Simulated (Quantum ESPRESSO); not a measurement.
The system is SnSe2.

```
CELL_PARAMETERS angstrom
3.81100 0.00000 0.00000
-1.90550 3.30042 0.00000
0.00000 0.00000 6.13600
ATOMIC_POSITIONS crystal
Sn 0.00000 0.00000 0.00000
Se 0.66667 0.33333 0.75100
Se 0.33333 0.66667 0.24900
```

| Item | Value |
| --- | --- |
| Program | Quantum ESPRESSO 7.5 |
| Task | relaxation of cell and atoms |
| Functional | AM05 |
| Dispersion | D4 |
| Potentials or basis | PseudoDojo 0.4.1 SR PBE standard |
| Cutoff | 1170 eV |
| Density cutoff | 4680 eV |
| k mesh | 7 × 7 × 4 |
| Occupations | fermi-dirac, width 0.05 eV |
| Spin | no spin polarisation |

At the start: pressure 1.5 GPa; volume 25.73 Å³/atom.

**Question.** How do energy, volume and symmetry change on relaxing?

**Answer.** Over 13 steps the energy falls by 9.7 meV/atom and the volume is 25.17 Å³/atom (-2.2 %); space group P-3m1 (No. 164, to 0.05 Å).

The path:
```tsv
step	energy change (eV)	largest force (eV/Å)	pressure (GPa)	volume (Å³)
1	0.0000	0.5265	1.54	77.18
2	-0.0100	0.4069	0.99	77.45
3	-0.0236	0.0584	-0.53	78.17
4	-0.0241	0.0405	-0.55	78.11
5	-0.0263	0.0211	-0.41	77.44
6	-0.0268	0.0081	-0.18	77.09
7	-0.0269	0.0142	-0.02	76.90
8	-0.0270	0.0246	0.04	76.83
9	-0.0273	0.0478	0.16	76.62
10	-0.0278	0.0677	0.28	76.27
11	-0.0285	0.0710	0.34	75.77
12	-0.0290	0.0438	0.22	75.49
13	-0.0292	0.0110	0.05	75.51
```

Final structure:
```yaml
crystal:
  lattice:
    - [3.80276, 0.00000, 0.00000]
    - [-1.90138, 3.29328, 0.00000]
    - [0.00000, 0.00000, 6.02982]
  atoms:
    - { symbol: Sn, position: [0.00000, 0.00000, 0.00000] }
    - { symbol: Se, position: [0.66667, 0.33333, 0.73798] }
    - { symbol: Se, position: [0.33333, 0.66667, 0.26202] }
```

Caveat: the potentials were made for another functional, which shifts forces and pressure.
